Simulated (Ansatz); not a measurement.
**Cs3HSe2O8, relaxed**

The start is Cs3HSe2O8, a database entry, slightly rescaled. Where does it settle when we relax cell and atoms, and what is it like there?

Method: DFT, r2SCAN, no spin polarisation, plane waves, PAW, in Ansatz 0.2.0.

**1. Geometry**

The structure is monoclinic, space group C2/m (No. 12). Conventional cell: a = 10.740 Å, b = 6.292 Å, c = 8.321 Å, α = 90.00°, β = 112.38°, γ = 90.00°. Cs (site symmetry 2/m) is surrounded by 10 O at 3.02 to 3.39 Å and 2 H at 3.15 Å. Around Cs (site symmetry m) lie 10 O at 3.09 to 3.34 Å. Se (site symmetry m) is surrounded by 4 O at 1.61 to 1.68 Å. Around O (site symmetry 1) lie 1 Se at 1.61 Å. O (site symmetry m) has 1 H at 1.25 Å as nearest neighbours. O (site symmetry m) has 1 Se at 1.61 Å as nearest neighbours. Only part of the 7 independent sites is listed.

As a file:

```
Cs Se O H
1.0
     5.36982    3.14625    0.00000
     5.36982   -3.14625    0.00000
     3.16895    0.00000   -7.69417
Cs Se O H
3 2 8 1
Direct
  0.00000 0.00000 0.00000
  0.19775 0.19775 0.39309
  0.80225 0.80225 0.60691
  0.42695 0.42695 0.76459
  0.57305 0.57305 0.23541
  0.69840 0.27338 0.30997
  0.72662 0.30160 0.69003
  0.30160 0.72662 0.69003
  0.27338 0.69840 0.30997
  0.39012 0.39012 0.97966
  0.60988 0.60988 0.02034
  0.28684 0.28684 0.73664
  0.71316 0.71316 0.26336
  0.50000 0.50000 0.00000
```

It starts from an earlier solution of the starting cell (checkpoint.read).

**2. The walk to rest**

The input, input.yaml:

```yaml
crystal:
  lattice:
    - [5.369823, 3.146246, 0.0]
    - [5.369823, -3.146246, 0.0]
    - [3.16895, 0.0, -7.694167]
  atoms:
    - { symbol: Cs, position: [0.0, 0.0, 0.0] }
    - { symbol: Cs, position: [0.19775, 0.19775, 0.39309] }
    - { symbol: Cs, position: [0.80225, 0.80225, 0.60691] }
    - { symbol: Se, position: [0.42695, 0.42695, 0.76459] }
    - { symbol: Se, position: [0.57305, 0.57305, 0.23541] }
    - { symbol: O, position: [0.6984, 0.27338, 0.30997] }
    - { symbol: O, position: [0.72662, 0.3016, 0.69003] }
    - { symbol: O, position: [0.3016, 0.72662, 0.69003] }
    - { symbol: O, position: [0.27338, 0.6984, 0.30997] }
    - { symbol: O, position: [0.39012, 0.39012, 0.97966] }
    - { symbol: O, position: [0.60988, 0.60988, 0.02034] }
    - { symbol: O, position: [0.28684, 0.28684, 0.73664] }
    - { symbol: O, position: [0.71316, 0.71316, 0.26336] }
    - { symbol: H, position: [0.5, 0.5, 0.0] }
  symmetry: { tolerance: 0.0003 }
kpoints:
  mp_grid: { grid: [4, 4, 3], shift: [0, 0, 0] }
magnetization:
  spin_polarized: false
scf:
  occupations: { method: cold, width: 0.1047 }
  lower_state_search: "off"
hamiltonian:
  pseudopotentials: { kind: paw }
  xc: r2scan
basis:
  ecutwfc: 500
  fft_grid_basis: typed
relax:
  max_steps: 60
  cell: { p_target: 0.0 }
  f_tol: 0.03
output:
  forces: true
  stress: true
  eigenvalues: true
  populations: true
  elf: true
  write_potential: true
  volumetric_format: npy
  dos:
    e_range: [-12, 8]
    de: 0.05
    projected: { site_lists: { Cs: [Cs], H: [H], O: [O], Se: [Se] } }
  bader: false
checkpoint:
  read: saved_state
```

Launch:

```
$ ansatz run input.yaml --threads 2 --pin off --max-ram 3584MiB --backend cpu --events-out ev --progress --plain --runs-dir out
```

Q: Predict the outcome of this session. Wanted: moves; energy gained; largest move; cell; volume; pressure at the end; gap; least direct gap.

**Answer**, as computed:

| quantity | value |
| --- | --- |
| moves | 3 |
| energy gained | 12.1 meV/atom |
| largest move | 0.06 Å (O) |
| space group (0.01 Å), before / after | C2/m / C2/m |
| cell | a = 6.324 Å, b = 6.324 Å, c = 8.443 Å, α = 71.19°, β = 71.19°, γ = 60.74° |
| volume | 19.52 Å³/atom (+5.1 %) |
| pressure at the end | 0.00 GPa |
| formation energy (elements from separate runs) | -1.39 eV/atom |
| gap (mesh) | 4.83 eV, indirect |
| least direct gap | 4.84 eV |

**Reading.** The volume grew by 5.1 %, and the largest move of an atom is 0.06 Å apart from the change of the cell; the energy fell by 12.1 meV per atom. With 4 symmetry operations imposed, the end may be a saddle point towards distortions that break them. There is a gap of 4.83 eV, with the least direct gap at 4.84 eV; within 0.7 eV of the edges the states project mainly on O p (98 %) below and O p (35 %), Cs s (29 %) and Se s (19 %) above. A semilocal functional usually gives too small a gap. Set against separate runs on the elements (Cs bcc, Se trigonal (grey) selenium, O2 molecule, H2 molecule), it forms at -1.39 eV per atom, which says nothing yet of rival compounds.
